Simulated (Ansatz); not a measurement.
## GaB: band structure with r2SCAN

Crystal: GaB.

```xyz
2
Lattice="2.7182 0.0000 0.0000 0.0000 2.7182 0.0000 0.0000 0.0000 3.2362" Properties=species:S:1:pos:R:3 pbc="T T T"
Ga    1.3591    1.3591    1.6181
B     0.0000    0.0000    0.0000
```

The cell was built by a generator and needn't be a form met in nature.

```yaml
Program: Ansatz 0.2.0
Task: band structure
Functional: r2SCAN
Potentials_or_basis: Ansatz PAW
Cutoff: "500 eV (not typed: the program's choice for these potentials)"
k_mesh: 6 × 6 × 5
Occupations: fermi-dirac, width 0.05 eV
Spin: no spin polarisation
Path: "[[\"G\", \"X\", \"M\", \"G\", \"Z\", \"R\", \"A\", \"Z\"], [\"X\", \"R\"], [\"M\", \"A\"]]"
Points_for_each_segment_of_the_path: 14
```

```
Pressure               : -2.9 GPa
Band gap on the k mesh : none (metal or under the smearing width)
```

Stress tensor (GPa, compression positive):
```
-2.24  0.00  0.00
 0.00 -2.24  0.00
 0.00  0.00 -4.18
```

Levels at the corners of the path, in eV from the Fermi level:
```
point  band 6  band 7  band 8  band 9  band 10  band 11
    Γ  -14.39   -2.05    1.83    2.72     2.72     9.45
    X   -9.51   -8.91    1.80    5.34     5.57     5.63
    M   -5.05   -5.05   -4.10   -2.12     3.37     8.01
    Γ  -14.39   -2.05    1.83    2.72     2.72     9.45
    Z  -10.81  -10.69    4.52    4.52     8.52     9.88
    R   -6.06   -5.90   -5.77   -4.59     5.81    10.82
    A   -2.44   -1.68   -1.68   -0.66    -0.19    -0.19
    Z  -10.81  -10.69    4.52    4.52     8.52     9.88
    X   -9.51   -8.91    1.80    5.34     5.57     5.63
    R   -6.06   -5.90   -5.77   -4.59     5.81    10.82
    M   -5.05   -5.05   -4.10   -2.12     3.37     8.01
    A   -2.44   -1.68   -1.68   -0.66    -0.19    -0.19
```

Run time: 1.5 s on 2 threads of Intel(R) Xeon(R) Platinum 8375C CPU @ 2.90GHz (Ice Lake), on a shared host, peak memory 0.38 GiB.

Caveat: the k mesh is coarse (spacing up to 0.39 Å⁻¹), so the values aren't converged; the PAW data sets come from PBE, with cores solved anew for the run's functional, which leaves a small shift of forces and pressure.
